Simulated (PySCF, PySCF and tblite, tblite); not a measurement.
# C9H14: conformers and averaged spectra

Aim: find the conformers of C9H14 (`C=C1CC=CCC1(C)C`), weigh them, and average their properties.

Computed with tblite 0.8.0 (tight binding) and PySCF 2.14.0 (DFT, with response routines of our own); each step states its level. Atoms count from 0 throughout.

## 1. The starting structure

23 atoms, charge 0, multiplicity 1; geometry from: MMFF94s geometry.

Bonds of the start (Å): C0–C1 1.34, C0–H10 1.10, C0–H9 1.07, C1–C2 1.51, C1–C6 1.54, C2–C3 1.50, C2–H11 1.11, C2–H12 1.11, C3–C4 1.34, C3–H13 1.08, C4–C5 1.50, C4–H14 1.08, C5–C6 1.56, C5–H15 1.10, C5–H16 1.10, C6–C7 1.55, C6–C8 1.55, C7–H17 1.08, C7–H18 1.09, C7–H19 1.10, C8–H20 1.10, C8–H21 1.09, C8–H22 1.11.

## 2. GFN2-xTB relaxation, conformer 1

The job: settings as JSON, then the geometry in Å.

```
{"job": {"xc": "GFN2-xTB", "basis": "xTB", "kind": "relax"}, "charge": 0, "multiplicity": 1}
C      0.038700     2.294300    -0.421000
C     -0.328000     1.048000    -0.091000
C     -1.786200     0.686700     0.068200
C     -2.135300    -0.667700    -0.472700
C     -1.220000    -1.576300    -0.845400
C      0.253600    -1.305700    -0.782400
C      0.658800    -0.116000     0.143600
C      2.139300     0.234600    -0.149300
C      0.596500    -0.558500     1.630900
H      1.058000     2.601900    -0.544600
H     -0.720600     3.067500    -0.580600
H     -2.421400     1.420000    -0.461700
H     -2.079400     0.736300     1.134400
H     -3.186000    -0.926600    -0.531200
H     -1.539200    -2.527100    -1.246000
H      0.759300    -2.218200    -0.427700
H      0.608800    -1.116700    -1.801200
H      2.502900     1.014700     0.509200
H      2.264200     0.567900    -1.183000
H      2.784800    -0.642400    -0.004200
H     -0.405200    -0.906300     1.924700
H      1.295500    -1.367800     1.832600
H      0.856000     0.284200     2.308700
```

Launch:

```bash
$ OMP_NUM_THREADS=1 python ens_run.py task.json out
```

One launch serves the whole session.

Output:

```text
step      E/eV     max force
  0    -717.59663    1.389
  1    -717.63222    1.245
  2    -717.65700    0.285
  3    -717.67293    0.357
  4    -717.68722    0.384
  5    -717.69306    0.245
  6    -717.69890    0.204
  7    -717.70341    0.243
  8    -717.70616    0.118
  9    -717.70713    0.070
 10    -717.70783    0.075
 11    -717.70853    0.088
 12    -717.70943    0.093
 13    -717.71042    0.099
 14    -717.71145    0.076
 15    -717.71249    0.078
 16    -717.71349    0.070
 17    -717.71432    0.062
 18    -717.71492    0.048
 19    -717.71537    0.049
 20    -717.71575    0.046
 21    -717.71607    0.036
 22    -717.71607    0.036
 23    -717.71622    0.032
 24    -717.71648    0.029
 25    -717.71659    0.030
 26    -717.71685    0.034
 27    -717.71718    0.039
 28    -717.71743    0.038
 29    -717.71775    0.048
 30    -717.71812    0.061
 31    -717.71847    0.052
 32    -717.71874    0.052
 33    -717.71900    0.047
 34    -717.71934    0.041
 35    -717.71971    0.054
 36    -717.72008    0.045
 37    -717.72041    0.041
 38    -717.72074    0.042
 39    -717.72107    0.039
 40    -717.72135    0.036
 41    -717.72156    0.046
 42    -717.72177    0.046
 43    -717.72203    0.039
 44    -717.72235    0.037
 45    -717.72265    0.045
 46    -717.72289    0.049
 47    -717.72309    0.041
 48    -717.72326    0.032
 49    -717.72339    0.022
 50    -717.72346    0.020
 51    -717.72352    0.018
 52    -717.72358    0.017
 53    -717.72363    0.015
 54    -717.72366    0.015
 55    -717.72369    0.013
 56    -717.72370    0.010
 57    -717.72372    0.009
 58    -717.72373    0.009
 59    -717.72374    0.009
 60    -717.72376    0.009
 61    -717.72378    0.009
 62    -717.72380    0.010
 63    -717.72381    0.010
 64    -717.72383    0.013
 65    -717.72385    0.013
 66    -717.72388    0.012
 67    -717.72391    0.011
 68    -717.72393    0.012
 69    -717.72395    0.011
 70    -717.72398    0.013
 71    -717.72401    0.012
 72    -717.72403    0.008
 73    -717.72404    0.007
 74    -717.72405    0.007
 75    -717.72407    0.008
 76    -717.72408    0.006
 77    -717.72408    0.005
 78    -717.72409    0.006
 79    -717.72410    0.006
 80    -717.72410    0.006
 81    -717.72411    0.003
```

Wall time 0.63 s (1 thread of Arm Neoverse V1, shared host).

Relaxing gained 0.127 eV and moved the atoms by 0.10 Å on average (rms).

## 3. Shieldings, conformer 1: PBE0/pcSseg-1

The job: settings as JSON, then the geometry in Å.

```
{"job": {"xc": "PBE0", "basis": "pcSseg-1", "kind": "nmr", "pop": true}, "charge": 0, "multiplicity": 1}
C      0.065599     2.244038    -0.491784
C     -0.295673     1.028925    -0.112663
C     -1.747581     0.693062     0.098179
C     -2.101358    -0.678131    -0.387789
C     -1.199929    -1.554839    -0.793980
C      0.267710    -1.266788    -0.810900
C      0.657823    -0.118775     0.138657
C      2.120124     0.253764    -0.111798
C      0.516980    -0.589231     1.593506
H      1.087834     2.538782    -0.643021
H     -0.669363     3.013958    -0.663758
H     -2.375700     1.431101    -0.408320
H     -1.985466     0.762691     1.167085
H     -3.155195    -0.922095    -0.387608
H     -1.500743    -2.530270    -1.151404
H      0.822482    -2.168272    -0.537349
H      0.562824    -1.003868    -1.832895
H      2.443219     1.031036     0.576448
H      2.264129     0.603386    -1.131390
H      2.751830    -0.619387     0.040480
H     -0.463887    -1.020908     1.771414
H      1.266289    -1.347253     1.813440
H      0.663298     0.246056     2.275527
```

Output:

```text
coarse grid: 18456 points
cycle   1  E = -350.7538971030  dE =  1.169e+00  |g| = 4.890e-01  |ddm| = 4.321e+00
cycle   2  E = -350.7507239798  dE =  3.173e-03  |g| = 5.139e-01  |ddm| = 1.040e+00
cycle   3  E = -350.8207560215  dE = -7.003e-02  |g| = 4.823e-02  |ddm| = 6.038e-01
cycle   4  E = -350.8209584060  dE = -2.024e-04  |g| = 3.765e-02  |ddm| = 1.027e-01
cycle   5  E = -350.8212951619  dE = -3.368e-04  |g| = 7.676e-03  |ddm| = 4.133e-02
cycle   6  E = -350.8213085929  dE = -1.343e-05  |g| = 2.316e-03  |ddm| = 7.935e-03
cycle   7  E = -350.8213098330  dE = -1.240e-06  |g| = 3.021e-04  |ddm| = 2.159e-03
final grid: 176080 points
cycle   8  E = -350.8800570696  dE = -9.678e-05  |g| = 1.011e-02  |ddm| = 7.318e-02
cycle   9  E = -350.8800479078  dE =  9.162e-06  |g| = 1.178e-02  |ddm| = 2.422e-02
cycle  10  E = -350.8800837026  dE = -3.579e-05  |g| = 1.978e-03  |ddm| = 1.493e-02
cycle  11  E = -350.8800845988  dE = -8.962e-07  |g| = 4.679e-04  |ddm| = 2.417e-03
cycle  12  E = -350.8800846511  dE = -5.227e-08  |g| = 1.017e-04  |ddm| = 4.660e-04
cycle  13  E = -350.8800846532  dE = -2.077e-09  |g| = 4.327e-05  |ddm| = 1.391e-04
cycle  14  E = -350.8800846536  dE = -4.352e-10  |g| = 8.845e-06  |ddm| = 4.618e-05
converged SCF energy = -350.8800846536

GIAO shielding tensors (ppm)
atom      isotropic    diamagn.    paramagn.     s11        s22        s33       span
  0 C       75.230     251.923    -176.694    -22.484     93.075    155.098    177.582
  1 C       25.443     262.360    -236.917    -99.105     17.630    157.805    256.910
  2 C      148.509     246.746     -98.237    135.437    146.394    163.697     28.259
  3 C       53.272     254.829    -201.557    -59.252     64.239    154.827    214.079
  4 C       53.100     254.346    -201.246    -59.885     60.633    158.552    218.438
  5 C      141.525     248.407    -106.881    126.399    135.826    162.351     35.952
  6 C      149.388     243.351     -93.964    140.979    151.426    155.759     14.780
  7 C      157.071     247.291     -90.220    140.833    147.694    182.685     41.852
  8 C      159.563     248.057     -88.494    138.046    151.648    188.996     50.950
  9 H       26.702      33.008      -6.306     23.893     24.135     32.079      8.186
 10 H       26.612      31.077      -4.465     24.445     24.756     30.636      6.192
 11 H       28.803      30.600      -1.797     24.311     28.308     33.791      9.480
 12 H       28.481      30.107      -1.627     25.568     26.604     33.269      7.701
 13 H       25.745      29.616      -3.871     23.351     26.249     27.634      4.283
 14 H       25.767      30.007      -4.240     23.380     26.720     27.201      3.821
 15 H       29.822      32.401      -2.579     25.718     28.884     34.865      9.147
 16 H       29.515      31.828      -2.314     25.368     28.803     34.373      9.005
 17 H       30.375      31.776      -1.401     27.078     27.580     36.468      9.390
 18 H       30.474      32.012      -1.538     26.799     27.942     36.680      9.881
 19 H       30.772      31.179      -0.407     26.979     28.845     36.492      9.513
 20 H       29.819      31.522      -1.703     24.861     29.901     34.695      9.834
 21 H       30.904      31.765      -0.860     27.089     28.338     37.286     10.197
 22 H       30.948      31.568      -0.620     27.499     28.305     37.038      9.539
```

Run time: 57 s. Hardware: 1 thread of Arm Neoverse V1, shared host; peak memory 1 GiB.

This run: HOMO -6.94 eV, LUMO 0.53 eV; dipole 0.34 D.

Orbitals, density, ELF and potential are computed afterwards from the orbital file.

Frontier orbitals at PBE0/pcSseg-1, with the share of their density that lies nearest to each atom:

```
orbital  energy (eV)                                   lies on
   HOMO        -6.94  C3, C4 about 21 % each; C0 14 %; C1 10 %
   LUMO         0.53                  C1 26 %; C0 20 %; C3 9 %
```

ELF in a plane through or near 8 of the atoms.

Ten even steps from '0' (0.00) to '9' (1.00):
```
0000000000000000000000000000
0000000000000000000000000000
0000000000000000000000000000
0000000000000000000000000000
0000000000038950001200000000
0000000000079991038850000000
0000017992049983368850000000
0000059998005647725400000000
0000038998437867637636850000
0000002512774751264189993000
0000014674546863267579981000
0000013542004427655301100000
0000000001446874479840000000
0000000059994151189992000000
0000000189984897029971000000
0000000026427999300100000000
0000000000005998200000000000
0000000000000110000000000000
0000000000000000000000000000
0000000000000000000000000000
```
The map spans 11.8 Å across and 11.4 Å up, centred on the molecule. Atoms in the plane (x, y in Å): C0 (-0.5, -2.2), C3 (2.2, 0.2), C4 (1.6, 1.2), C7 (-2.1, 0.2), H9 (-1.5, -2.3), H10 (0.1, -3.1), H15 (-0.3, 2.3), H19 (-2.5, 1.2).

log10 of the density (e/Å³) in the same plane.

Values, 10 rows by 14 columns:
```
-4.0 -4.0 -4.0 -4.0 -4.0 -4.0 -4.0 -4.0 -4.0 -4.0 -4.0 -4.0 -4.0 -4.0
-4.0 -4.0 -4.0 -4.0 -4.0 -4.0 -4.0 -4.0 -4.0 -4.0 -4.0 -4.0 -4.0 -4.0
-4.0 -4.0 -4.0 -3.7 -3.3 -2.6 -1.6 -1.7 -2.2 -2.0 -2.4 -3.5 -4.0 -4.0
-4.0 -4.0 -3.1 -1.8 -1.3 -1.6 -0.3 -0.2 -0.6 -0.3 -1.2 -2.5 -3.8 -4.0
-4.0 -3.9 -2.4 -0.8  0.2 -0.4  0.0  0.1  0.0  0.3 -0.5 -1.2 -2.5 -4.0
-4.0 -3.9 -2.4 -0.9  0.0 -0.2 -0.1 -0.2 -0.5  0.0 -0.3 -1.0 -2.3 -3.9
-4.0 -4.0 -3.1 -2.0 -1.4 -0.7  0.1  0.1 -0.4 -0.1 -1.1 -2.5 -3.6 -4.0
-4.0 -4.0 -4.0 -3.0 -1.4 -0.2  0.2  0.0 -1.3 -1.1 -1.7 -3.1 -4.0 -4.0
-4.0 -4.0 -4.0 -4.0 -3.1 -2.3 -1.5 -1.2 -2.1 -3.2 -3.8 -4.0 -4.0 -4.0
-4.0 -4.0 -4.0 -4.0 -4.0 -4.0 -3.6 -3.4 -3.9 -4.0 -4.0 -4.0 -4.0 -4.0
```
The map spans 11.8 Å across and 11.4 Å up, centred on the molecule. Atoms in the plane (x, y in Å): C0 (-0.5, -2.2), C3 (2.2, 0.2), C4 (1.6, 1.2), C7 (-2.1, 0.2), H9 (-1.5, -2.3), H10 (0.1, -3.1), H15 (-0.3, 2.3), H19 (-2.5, 1.2).

On the surface of density 0.002 e/bohr³ the electrostatic potential runs, from the 1st to the 99th percentile, from -0.76 V near C0 to 0.61 V near H13.

## 4. The ensemble: properties at PBE0/pcSseg-1

The job: settings as JSON, then the geometry in Å.

```
{"job": {"study": "conf", "smiles": "C=C1CC=CCC1(C)C", "search": {"seed": 5443, "n_embed": 60, "ff_keep": 14, "window": 3.0, "nmax": 10, "temps": [200, 250, 298.15, 350, 400], "t_ref": 298.15, "order": 0.001}, "level": {"nmr": {"xc": "PBE0", "basis": "pcSseg-1"}}, "kind": "conf"}, "charge": 0, "multiplicity": 1}
C      0.065599     2.244038    -0.491784
C     -0.295673     1.028925    -0.112663
C     -1.747581     0.693062     0.098179
C     -2.101358    -0.678131    -0.387789
C     -1.199929    -1.554839    -0.793980
C      0.267710    -1.266788    -0.810900
C      0.657823    -0.118775     0.138657
C      2.120124     0.253764    -0.111798
C      0.516980    -0.589231     1.593506
H      1.087834     2.538782    -0.643021
H     -0.669363     3.013958    -0.663758
H     -2.375700     1.431101    -0.408320
H     -1.985466     0.762691     1.167085
H     -3.155195    -0.922095    -0.387608
H     -1.500743    -2.530270    -1.151404
H      0.822482    -2.168272    -0.537349
H      0.562824    -1.003868    -1.832895
H      2.443219     1.031036     0.576448
H      2.264129     0.603386    -1.131390
H      2.751830    -0.619387     0.040480
H     -0.463887    -1.020908     1.771414
H      1.266289    -1.347253     1.813440
H      0.663298     0.246056     2.275527
```

Output:

```text
conformer  sym    E(xTB)   E(DFT)   G(298.15 K)  weight  dipole/D
    1     C1      0.000    0.000    0.000   1.0000    0.343

mean shielding (ppm) by class
class atoms           200 K      250 K   298.15 K      350 K      400 K
  0 C  0              75.23      75.23      75.23      75.23      75.23
  1 C  1             25.443     25.443     25.443     25.443     25.443
  2 C  2            148.509    148.509    148.509    148.509    148.509
  3 C  3             53.272     53.272     53.272     53.272     53.272
  4 C  4               53.1       53.1       53.1       53.1       53.1
  5 C  5            141.525    141.525    141.525    141.525    141.525
  6 C  6            149.388    149.388    149.388    149.388    149.388
  7 C  7,8          158.317    158.317    158.317    158.317    158.317
  8 H  9             26.702     26.702     26.702     26.702     26.702
  9 H  10            26.612     26.612     26.612     26.612     26.612
 10 H  11,12         28.642     28.642     28.642     28.642     28.642
 11 H  13            25.745     25.745     25.745     25.745     25.745
 12 H  14            25.767     25.767     25.767     25.767     25.767
 13 H  15,16         29.668     29.668     29.668     29.668     29.668
 14 H  17,18,19      30.549     30.549     30.549     30.549     30.549
```

It took 59 s on 1 thread of Arm Neoverse V1, shared host. This counts the runs that the step sums up.

The search (ETKDG and KDG, MMFF94s, GFN2-xTB) embedded 60 structures, kept 1 distinct ones after the force field and 1 after xTB; 1 was carried on (window 3.0 kcal/mol at the search's own energies). Energies: PBE0/pcSseg-1 with D3(BJ).

Conformer by conformer (298 K):

```
no.  group  mirror pair  ΔE xTB  ΔE DFT    ΔG  weight (%)  μ (D)     A, B, C (GHz)
  1     C1          yes    0.00    0.00  0.00       100.0   0.34  2.18, 1.71, 1.29
```

Energies in kcal/mol. ΔG holds xTB vibrations and rotation, symmetry numbers and mirror pairs.

Shifts against references run at the same level (¹H TMS 31.72, ¹³C TMS 186.9 ppm of shielding), by class of atoms, at 298 K:

```
                   atoms                         environment  average
                      C1     fully substituted alkene carbon    161.5
                      C4                           alkene CH    133.8
                      C3                           alkene CH    133.7
                      C0                terminal =CH2 carbon    111.7
                      C5                     allylic sp3 CH2     45.4
                      C2                     allylic sp3 CH2     38.4
                      C6       allylic quaternary sp3 carbon     37.5
                  C7, C8                       methyl carbon     28.6
                     H13            hydrogen on an alkene CH     5.97
                     H14            hydrogen on an alkene CH     5.95
                     H10  hydrogen on a terminal =CH2 carbon     5.11
                      H9  hydrogen on a terminal =CH2 carbon     5.01
                H11, H12      hydrogen on an allylic sp3 CH2     3.07
                H15, H16      hydrogen on an allylic sp3 CH2     2.05
H17, H18, H19 and 3 more         hydrogen on a methyl carbon     1.17
```

Effective distances for nuclear Overhauser effects, ⟨r⁻⁶⟩^(−1/6) over all pairs of two classes (Å): H9···H10 1.82; H13···H14 2.43; H11···H13 2.52; H14···H15 2.53; H10···H11 2.56; H9···H17 2.77; H15···H17 2.94; H11···H17 3.39.

## 5. Outcome

| quantity | value |
| --- | --- |
| conformers | 1; the first in weight is no. 1 (C1), 100 % at 298 K |
| root-mean-square dipole | 0.34 D |
| averaged ¹³C shifts (PBE0/pcSseg-1) | 161.5, 133.8, 133.7, 111.7, 45.4, 38.4, 37.5, 28.6 ppm |
| averaged ¹H shifts (PBE0/pcSseg-1) | 5.97, 5.95, 5.11, 5.01, 3.07, 2.05, 1.17 ppm |

**Reading.** The search found one conformer in the window, so the averages are its own values.
